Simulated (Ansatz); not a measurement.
# Sb2Rh3Au3: the cost of one run

Program: Ansatz 0.2.0. Level of theory: DFT, PBEsol, no spin polarisation, plane waves, PAW. These are calculated values, not measurements.

## Step 1: The structure

It takes space group R-3m (No. 166, trigonal). The conventional cell has a = 5.454 Å, b = 5.454 Å, c = 18.361 Å, α = 90.00°, β = 90.00°, γ = 120.00°. Rh (site symmetry -3m) is surrounded by 6 Au at 3.44 Å and 6 Sb at 3.48 Å and 6 Rh at 3.52 Å. Around Rh (site symmetry 3m) lie 1 Rh at 2.99 Å and 4 Sb at 3.04 to 3.15 Å and 6 Au at 3.11 Å. Au (site symmetry 2/m) is surrounded by 2 Sb at 2.23 Å. Around Sb (site symmetry 3m) lie 3 Au at 2.23 Å.

As a file:

```
Rh Au Sb
1.0
     2.72708    4.72343    0.00000
    -2.72708    4.72343    0.00000
    -2.72708    1.57448    6.12037
Rh Au Sb
3 3 2
Cartesian
  0.0000 3.1490 3.0602
  -2.7271 4.7234 1.4928
  0.0000 6.2979 4.6276
  0.0000 4.7234 0.0000
  -1.3635 2.3617 0.0000
  1.3635 2.3617 0.0000
  -2.7271 4.7234 4.5370
  0.0000 6.2979 1.5833
```

It starts from an earlier solution of the starting cell (checkpoint.read).

## Step 2: The relaxation

Input file input.yaml:

```yaml
crystal:
  lattice:
    - [2.72707657, 4.7234338, 0.0]
    - [-2.72707657, 4.7234338, 0.0]
    - [-2.72707657, 1.57447496, 6.12036739]
  atoms:
    - { symbol: Rh, position: [0.5, 0.0, 0.5] }
    - { symbol: Rh, position: [0.0813, 0.8374, 0.2439] }
    - { symbol: Rh, position: [0.9187, 0.1626, 0.7561] }
    - { symbol: Au, position: [0.5, 0.5, 0.0] }
    - { symbol: Au, position: [0.0, 0.5, 0.0] }
    - { symbol: Au, position: [0.5, 0.0, 0.0] }
    - { symbol: Sb, position: [0.2471, 0.5058, 0.7413] }
    - { symbol: Sb, position: [0.7529, 0.4942, 0.2587] }
  symmetry: { tolerance: 0.0003 }
kpoints:
  mp_grid: { grid: [4, 4, 4], shift: [0, 0, 0] }
magnetization:
  spin_polarized: false
scf:
  occupations: { method: gaussian, width: 0.0214 }
  lower_state_search: "off"
hamiltonian:
  pseudopotentials: { kind: paw }
  xc: pbesol
basis:
  ecutwfc: 420
  fft_grid_basis: typed
relax:
  max_steps: 60
  cell: { p_target: 0.0 }
  f_tol: 0.03
output:
  forces: true
  stress: true
  eigenvalues: true
  bader: true
  populations: true
  elf: true
  write_potential: true
  volumetric_format: npy
  dos:
    e_range: [-12, 8]
    de: 0.05
    projected: { site_lists: { Au: [Au], Rh: [Rh], Sb: [Sb] } }
checkpoint:
  read: saved_state
```

Run with:

```console
$ ansatz run input.yaml --threads 2 --pin off --max-ram 3584MiB --backend cpu --events-out ev --progress --plain --runs-dir out
```

What time and memory should one allow on 2 threads of AMD EPYC 9R14 (Zen 4), shared host?

About 55 s, with a peak of 0.68 GiB.
